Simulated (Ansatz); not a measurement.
# BaTlO₃, space group Pm-3m: a cleavage or sliding curve

With Ansatz 0.2.0, Python API.

Typed at the interpreter:
```pycon
>>> import ansatz as az
>>> import numpy as np
>>> vectors0 = np.array([
...     [4.350242, 0.0, 0.0],
...     [0.0, 4.350242, 0.0],
...     [0.0, 0.0, 4.350242],
... ])
>>> sites = [
...     ("Ba", [0.0, 0.0, 0.0]),
...     ("Tl", [0.5, 0.5, 0.5]),
...     ("O", [0.5, 0.5, 0.0]),
...     ("O", [0.5, 0.0, 0.5]),
...     ("O", [0.0, 0.5, 0.5]),
... ]
>>> def build(cell):
...     crystal = az.Crystal(lattice=az.Lattice.of(cell))
...     for symbol, position in sites:
...         crystal = crystal.atom(symbol, position)
...     return crystal
...
>>> block = build(vectors0).supercell(1, 1, 1).resolved()
>>> cell0 = np.array(block.lattice.vectors)
>>> xyz = np.array([site.position for site in block.sites]) @ cell0
>>> normal = np.cross(cell0[0], cell0[1])
>>> area = np.linalg.norm(normal)
>>> normal *= np.sign(normal @ cell0[2]) / area
>>> # the atoms stay where they are; only the third vector changes
>>> energies = []
>>> for amount in [0, 1.0, 2.0, 3.0, 5.0]:
...     cell = cell0.copy()
...     cell[2] += amount * normal
...     moved = az.Crystal(lattice=az.Lattice.of(cell))
...     for site, fraction in zip(block.sites, xyz @ np.linalg.inv(cell)):
...         moved = moved.atom(site.symbol, fraction)
...     setup = (
...         moved.calculation()
...         .functional("PBEsol")
...         .basis(510)
...         .occupations("Fermi-Dirac", width=0.1)
...         .kpoints(4, 4, 4)
...     )
...     energies.append(setup.run(threads=1).report["free_energy_ev"])
...     print(f"gap {amount:4.2f} A: {(energies[-1] - energies[0]) / area * 16.02177:8.4f} J/m^2")
...
gap 0.00 A:   0.0000 J/m^2
gap 1.00 A:   1.0951 J/m^2
gap 2.00 A:   1.5810 J/m^2
gap 3.00 A:   1.7319 J/m^2
gap 5.00 A:   1.8206 J/m^2
```

Caveats:
- The cell holds an odd number of electrons and is run without spin, so a magnetic state may lie lower.
- The structure comes from a database of computed cells and needn't be a stable or known phase.
- Gaps and levels are Kohn-Sham values on a finite set of k-points, without spin-orbit coupling.
- The atoms are held rigidly, so these energies lie above those of relaxed faces or faults.
- Timing: 35 s on 1 thread of Arm Neoverse V1 (shared host), peak memory 0.5 GiB.

(Lines on the test bed's own set-up are left out of the output.)
